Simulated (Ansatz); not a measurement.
# The germanium atom (triplet): the correlation ladder, def2-TZVP

One table from this session's results is given with a row withheld; the runs are named, their logs left out.

Method: def2-TZVP, core rule «outside noble gas», up to 14 orbitals frozen; program: Ansatz 0.2.0, Gaussian basis.

Plan: UHF; CCSD(T) on ROHF; Full CI.

## The atom

A free atom, in its lowest state of this spin that the program finds. No spin-orbit coupling is included. The filled d shell of Ge may be among the frozen orbitals whatever the setting's name suggests; the logs give the count.

1 atom, charge 0, spin multiplicity 3.

The first run:

Input file in.yaml:

```yaml
crystal:
  periodic: [false, false, false]
  atoms:
    - {symbol: Ge, position_ang: [0.000000, 0.000000, 0.000000]}
basis:
  gaussian: {orbitals: def2-TZVP}
magnetization: {spin_polarized: true, initial_magnetization: 2}
hamiltonian: {xc: hf}
output: {orbitals: {seedname: orbitals}}
```

Launch:

```sh
ansatz run in.yaml --threads 1 --pin off --events-out ev --progress --plain --max-ram 2393MiB
```

Steps of the session up to this table: UHF; CCSD(T) on ROHF; Full CI.

One table of the session follows, with a row left open; its other results are not shown here.

```
  method  from FCI (kcal/mol)
    ROHF               +44.28
     UHF               +41.87
    RMP2               +10.69
   RCCSD                    ?
RCCSD(T)                +0.33
     FCI                    0
```

**Question.** Estimate the row for RCCSD.

As computed: from FCI (kcal/mol): +1.54. In the column «from FCI (kcal/mol)» it lies between RCCSD(T) (+0.33) and RMP2 (+10.69).

Caveats from the session: Levels on UHF freeze UHF's core orbitals, full CI those of ROHF, so the U rows can settle a little off it for that reason alone.
